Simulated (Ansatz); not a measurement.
# ZnOsC6N6: the cost of one run

Computed with Ansatz 0.2.0 (DFT PBE, scalar-relativistic, plane waves, PAW, unless a step's input says otherwise).

## 1. The system as given

It takes space group Fm-3m (No. 225, cubic). The conventional cell has a = 10.147 Å, b = 10.147 Å, c = 10.147 Å, α = 90.00°, β = 90.00°, γ = 90.00°. Zn (site symmetry m-3m) is surrounded by 6 N at 2.01 Å. Os (site symmetry m-3m) is surrounded by 6 C at 1.90 Å. Around C (site symmetry 4mm) lie 1 N at 1.17 Å and 1 Os at 1.90 Å. Around N (site symmetry 4mm) lie 1 C at 1.17 Å and 1 Zn at 2.01 Å.

Coordinates:

```cif
data_structure
_symmetry_space_group_name_H-M 'Fm-3m'
_symmetry_Int_Tables_number 225
_cell_length_a 10.1470
_cell_length_b 10.1470
_cell_length_c 10.1470
_cell_angle_alpha 90.000
_cell_angle_beta 90.000
_cell_angle_gamma 90.000
_cell_volume 1044.75
loop_
_atom_site_label
_atom_site_type_symbol
_atom_site_symmetry_multiplicity
_atom_site_Wyckoff_symbol
_atom_site_fract_x
_atom_site_fract_y
_atom_site_fract_z
_atom_site_occupancy
Zn1 Zn 4 b 0.50000 0.00000 0.00000 1
Os1 Os 4 a 0.00000 0.00000 0.00000 1
C1 C 24 e 0.18685 0.00000 0.00000 1
N1 N 24 e 0.30216 0.00000 0.00000 1
```

Recipe of the guess: cyanide-bridged rock-salt net of two metals, 0 guest cations a cell (Fm-3m, No. 225). Lengths come from tabulated atomic sizes and are only a guess.

## 2. The guess as it stands, on a coarse mesh

The input, input.yaml:

```yaml
crystal:
  lattice:
    - [0.0, 5.0735, 5.0735]
    - [5.0735, 0.0, 5.0735]
    - [5.0735, 5.0735, 0.0]
  atoms:
    - { symbol: Zn, position: [0.5, 0.5, 0.5] }
    - { symbol: Os, position: [0.0, 0.0, 0.0], spin: 1.0 }
    - { symbol: C, position: [0.81314674, 0.18685326, 0.18685326] }
    - { symbol: C, position: [0.18685326, 0.81314674, 0.18685326] }
    - { symbol: C, position: [0.18685326, 0.18685326, 0.81314674] }
    - { symbol: C, position: [0.18685326, 0.81314674, 0.81314674] }
    - { symbol: C, position: [0.81314674, 0.18685326, 0.81314674] }
    - { symbol: C, position: [0.81314674, 0.81314674, 0.18685326] }
    - { symbol: "N", position: [0.69784173, 0.30215827, 0.30215827] }
    - { symbol: "N", position: [0.30215827, 0.69784173, 0.30215827] }
    - { symbol: "N", position: [0.30215827, 0.30215827, 0.69784173] }
    - { symbol: "N", position: [0.30215827, 0.69784173, 0.69784173] }
    - { symbol: "N", position: [0.69784173, 0.30215827, 0.69784173] }
    - { symbol: "N", position: [0.69784173, 0.69784173, 0.30215827] }
basis:
  ecutwfc: 420
kpoints:
  mp_grid: { grid: [4, 4, 4] }
hamiltonian:
  xc: pbe
scf:
  occupations: { method: gaussian, width: 0.1 }
  lower_state_search: "off"
output:
  forces: true
  stress: true
  eigenvalues: true
  populations: true
magnetization:
  spin_polarized: true
```

Started as:

```sh
> ansatz run input.yaml --threads 1 --pin off --max-ram 2560MiB --backend cpu --events-out ev --progress --plain --runs-dir out
```

**Question.** How long does this run take on 1 thread of Intel Xeon 6975P-C (Granite Rapids), shared host, and how much memory does it need?

About 13 s, with a peak of 0.67 GiB.
